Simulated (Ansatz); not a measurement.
**Molecular dynamics of Lu₈Si₈HN**

Input file:

```yaml
accuracy: low
crystal:
  lattice:
    - [5.592911, 0.0, 0.0]
    - [2.506774, 10.630958, 0.0]
    - [0.0, 0.0, 18.782257]
  atoms:
    - { symbol: Lu, position: [0.6281072, 0.0797368, 0.1649285] }
    - { symbol: Lu, position: [0.4543676, 0.3518113, 0.0532417] }
    - { symbol: Si, position: [0.9283544, 0.4098499, 0.0621467] }
    - { symbol: Si, position: [0.1541205, 0.0216982, 0.1560235] }
    - { symbol: Lu, position: [0.1281072, 0.5797368, 0.1649285] }
    - { symbol: Lu, position: [0.9543676, 0.8518113, 0.0532417] }
    - { symbol: Si, position: [0.4283544, 0.9098499, 0.0621467] }
    - { symbol: Si, position: [0.6541205, 0.5216982, 0.1560235] }
    - { symbol: Lu, position: [0.2105821, 0.0112849, 0.3078574] }
    - { symbol: Lu, position: [0.0368424, 0.2833594, 0.1961706] }
    - { symbol: Si, position: [0.5108292, 0.341398, 0.2050756] }
    - { symbol: Si, position: [0.7365953, 0.9532463, 0.2989524] }
    - { symbol: Lu, position: [0.7105821, 0.5112849, 0.3078574] }
    - { symbol: Lu, position: [0.5368424, 0.7833594, 0.1961706] }
    - { symbol: Si, position: [0.0108292, 0.841398, 0.2050756] }
    - { symbol: Si, position: [0.2365953, 0.4532463, 0.2989524] }
    - { symbol: "N", position: [0.9827929, 0.9783037, 0.5328579] }
    - { symbol: H, position: [0.9644272, 0.9806624, 0.5876969] }
basis:
  ecutwfc: 420.0
kpoints:
  mp_grid: { grid: [3, 2, 1] }
hamiltonian:
  xc: pbesol
scf:
  occupations: { method: fermi_dirac, width: 0.1 }
  lower_state_search: "off"
  convergence: { dr2_threshold: 0.001 }
  max_iter: 84
md:
  timestep: 0.75
  n_steps: 200
  ensemble: nve
  initial_velocities: zero
  seed: 198033
  initial_site_velocities:
    - { site: 16, velocity: [0.028223, 0.0, -0.033634] }
    - { site: 17, velocity: [0.028223, 0.0, -0.033634] }
  constraints: [{ sites: [1, 2, 5, 6] }]
```

Command:

```bash
$ ansatz run input.yaml --threads 4 --pin off --max-ram 10240MiB --backend cpu --events-out ev --progress --plain --runs-dir out
```

It starts from an unrelaxed structure (largest force component 0.93 eV/Å).

Output, in part (step lines):

```
md step     0: t =     0.00 fs  T =   828.9 K  F+E_penalty+E_count = -122251.40393072 eV  E_kin = 1.500004 eV  conserved = -122249.90392697 eV  (21 SCF iters)
md step     1: t =     0.75 fs  T =   833.7 K  F+E_penalty+E_count = -122251.41271972 eV  E_kin = 1.508753 eV  conserved = -122249.90396698 eV  (5 SCF iters)
md step     2: t =     1.50 fs  T =   839.3 K  F+E_penalty+E_count = -122251.42246386 eV  E_kin = 1.518828 eV  conserved = -122249.90363555 eV  (4 SCF iters)
md step     3: t =     2.25 fs  T =   845.0 K  F+E_penalty+E_count = -122251.43312095 eV  E_kin = 1.529215 eV  conserved = -122249.90390554 eV  (6 SCF iters)
md step     4: t =     3.00 fs  T =   850.6 K  F+E_penalty+E_count = -122251.44301298 eV  E_kin = 1.539278 eV  conserved = -122249.90373486 eV  (5 SCF iters)
md step     5: t =     3.75 fs  T =   856.0 K  F+E_penalty+E_count = -122251.45241125 eV  E_kin = 1.549052 eV  conserved = -122249.90335922 eV  (3 SCF iters)
md step     6: t =     4.50 fs  T =   861.7 K  F+E_penalty+E_count = -122251.46300356 eV  E_kin = 1.559408 eV  conserved = -122249.90359587 eV  (4 SCF iters)
md step     7: t =     5.25 fs  T =   868.4 K  F+E_penalty+E_count = -122251.47495046 eV  E_kin = 1.571419 eV  conserved = -122249.90353173 eV  (3 SCF iters)
[... lines left out ...]
md step   200: t =   150.00 fs  T =  1971.0 K  F+E_penalty+E_count = -122253.46161419 eV  E_kin = 3.566836 eV  conserved = -122249.89477850 eV  (5 SCF iters)
```

The steps, from the saved trajectory:

| time (fs) | T (K) | potential energy less start (eV) | conserved less start (meV/atom) |
| --- | --- | --- | --- |
| 0 | 829 | 0.000 | 0.00 |
| 4.5 | 862 | -0.059 | 0.02 |
| 9 | 910 | -0.145 | 0.07 |
| 13.5 | 976 | -0.265 | 0.06 |
| 18 | 1064 | -0.425 | 0.07 |
| 22.5 | 1184 | -0.641 | 0.07 |
| 27 | 1350 | -0.940 | 0.09 |
| 31.5 | 1587 | -1.370 | 0.12 |
| 36 | 1936 | -2.002 | 0.10 |
| 40.5 | 2445 | -2.922 | 0.12 |
| 45 | 3073 | -4.059 | 0.06 |
| 49.5 | 3241 | -4.371 | -0.36 |
| 54 | 1660 | -1.497 | 0.39 |
| 58.5 | 1876 | -1.889 | 0.29 |
| 63 | 3422 | -4.696 | -0.20 |
| 67.5 | 3300 | -4.467 | 0.24 |
| 72 | 2807 | -3.573 | 0.35 |
| 76.5 | 2458 | -2.942 | 0.35 |
| 81 | 2246 | -2.559 | 0.36 |
| 85.5 | 2100 | -2.293 | 0.39 |
| 90 | 2047 | -2.196 | 0.43 |
| 94.5 | 2168 | -2.415 | 0.47 |
| 99 | 2514 | -3.041 | 0.45 |
| 103.5 | 2930 | -3.794 | 0.42 |
| 108 | 3338 | -4.532 | 0.47 |
| 112.5 | 3790 | -5.351 | 0.46 |
| 117 | 3982 | -5.699 | 0.41 |
| 121.5 | 3777 | -5.326 | 0.45 |
| 126 | 3171 | -4.230 | 0.48 |
| 130.5 | 2346 | -2.732 | 0.77 |
| 135 | 2353 | -2.749 | 0.49 |
| 139.5 | 2416 | -2.863 | 0.55 |
| 144 | 2325 | -2.698 | 0.53 |
| 148.5 | 2065 | -2.228 | 0.54 |

All steps were run. The conserved energy stayed within 0.93 meV per atom of its start (net change 0.51 meV per atom), so the integration is sound. A run of 0.15 ps of so small a system gives no equilibrium averages. The SCF threshold is loose, so the forces are noisy. Limits of this set-up: coarse k mesh, slab without dipole correction, low accuracy level.

Mean squared displacements from the first frame to the last: Lu 0.10 Å², Si 0.19 Å², N 54.23 Å², H 81.53 Å².

Last frame:

```xyz
18
Lattice="5.5929 0.0000 0.0000 2.5068 10.6310 0.0000 0.0000 0.0000 18.7823" Properties=species:S:1:pos:R:3
Lu 3.638 0.707 3.205
Lu 3.423 3.740 1.000
Si 6.220 4.357 1.167
Si 0.889 0.389 2.545
Lu 2.096 6.053 3.199
Lu 7.473 9.056 1.000
Si 4.676 9.673 1.167
Si 4.871 5.585 2.646
Lu 0.912 0.189 5.234
Lu 0.950 3.023 3.447
Si 3.716 3.529 3.809
Si 6.465 9.639 6.494
Lu 5.126 5.393 5.355
Lu 4.998 8.311 3.450
Si 2.001 8.930 3.766
Si 2.352 4.382 5.570
N 14.066 8.633 6.309
H 15.117 8.464 6.048
```

Time of the run: 26 min on 4 threads of AMD EPYC 9R14 (Zen 4) (shared host), peak memory 3.1 GiB.
